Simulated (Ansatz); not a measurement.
# Pt16CO: the cost of one run

Computed with Ansatz 0.2.0 (DFT PBE, scalar-relativistic, plane waves, PAW, and further levels as typed in the inputs, unless a step's input says otherwise).

## (1) The structure to begin with

It takes space group P3m1 (No. 156, trigonal). The conventional cell has a = 5.549 Å, b = 5.549 Å, c = 24.797 Å, α = 90.00°, β = 90.00°, γ = 120.00°. Pt (site symmetry m) is surrounded by 9 Pt at 2.77 Å. Pt (site symmetry 3m) is surrounded by 9 Pt at 2.77 Å. Pt (site symmetry 3m) has 12 Pt at 2.77 Å as nearest neighbours. Around Pt (site symmetry m) lie 12 Pt at 2.77 Å. Pt (site symmetry m) has 1 C at 2.09 Å as nearest neighbours. Only part of the 10 independent sites is listed.

Coordinates:

```cif
data_structure
_symmetry_space_group_name_H-M 'P3m1'
_symmetry_Int_Tables_number 156
_cell_length_a 5.5494
_cell_length_b 5.5494
_cell_length_c 24.7966
_cell_angle_alpha 90.000
_cell_angle_beta 90.000
_cell_angle_gamma 120.000
_cell_volume 661.32
loop_
_atom_site_label
_atom_site_type_symbol
_atom_site_symmetry_multiplicity
_atom_site_Wyckoff_symbol
_atom_site_fract_x
_atom_site_fract_y
_atom_site_fract_z
_atom_site_occupancy
Pt1 Pt 3 d 0.66667 0.83333 0.63705 1
Pt2 Pt 1 c 0.66667 0.33333 0.63705 1
Pt3 Pt 1 a 0.00000 0.00000 0.54568 1
Pt4 Pt 3 d 0.50000 0.50000 0.54568 1
Pt5 Pt 3 d 0.83333 0.66667 0.45432 1
Pt6 Pt 1 b 0.33333 0.66667 0.45432 1
Pt7 Pt 3 d 0.66667 0.83333 0.36295 1
Pt8 Pt 1 c 0.66667 0.33333 0.36295 1
C1 C 1 a 0.00000 0.00000 0.30851 1
O1 O 1 a 0.00000 0.00000 0.26133 1
```

## (2) Relaxing the atoms: Pt16CO slab, no spin

Input file input.yaml:

```yaml
crystal:
  lattice:
    - [5.5493740188, 0.0, 0.0]
    - [2.7746870094, 4.8058988753, 0.0]
    - [0.0, 0.0, 24.7965673689]
  atoms:
    - { symbol: Pt, position: [0.0, 0.0, 0.3629534631] }
    - { symbol: Pt, position: [0.5, 0.0, 0.3629534631] }
    - { symbol: Pt, position: [0.0, 0.5, 0.3629534631] }
    - { symbol: Pt, position: [0.5, 0.5, 0.3629534631] }
    - { symbol: Pt, position: [0.1666666667, 0.1666666667, 0.454317821] }
    - { symbol: Pt, position: [0.6666666667, 0.1666666667, 0.454317821] }
    - { symbol: Pt, position: [0.1666666667, 0.6666666667, 0.454317821] }
    - { symbol: Pt, position: [0.6666666667, 0.6666666667, 0.454317821] }
    - { symbol: Pt, position: [-0.1666666667, 0.3333333333, 0.545682179] }
    - { symbol: Pt, position: [0.3333333333, 0.3333333333, 0.545682179] }
    - { symbol: Pt, position: [-0.1666666667, 0.8333333333, 0.545682179] }
    - { symbol: Pt, position: [0.3333333333, 0.8333333333, 0.545682179] }
    - { symbol: Pt, position: [0.0, 0.0, 0.6370465369] }
    - { symbol: Pt, position: [0.5, 0.0, 0.6370465369] }
    - { symbol: Pt, position: [0.0, 0.5, 0.6370465369] }
    - { symbol: Pt, position: [0.5, 0.5, 0.6370465369] }
    - { symbol: C, position: [0.1666666667, 0.1666666667, 0.6914895563] }
    - { symbol: O, position: [0.1666666667, 0.1666666667, 0.7386735066] }
scf:
  occupations: { method: gaussian, width: 0.1 }
output:
  forces: true
hamiltonian:
  xc: pbe
kpoints:
  mp_grid: { grid: [6, 6, 1] }
efield:
  axis: 3
  dipole_correction: true
relax:
  f_tol: 0.01
  max_steps: 80
  constraints: [{ sites: [0, 1, 2, 3, 4, 5, 6, 7] }]
```

Run with:

```bash
$ ansatz run input.yaml --threads 8 --pin off --max-ram 20480MiB --backend cpu --events-out ev --progress --plain --runs-dir out
```

Q: Estimate wall time and peak memory on 8 threads of Arm Neoverse V1, shared host.

About 51 s, with a peak of 3.4 GiB.
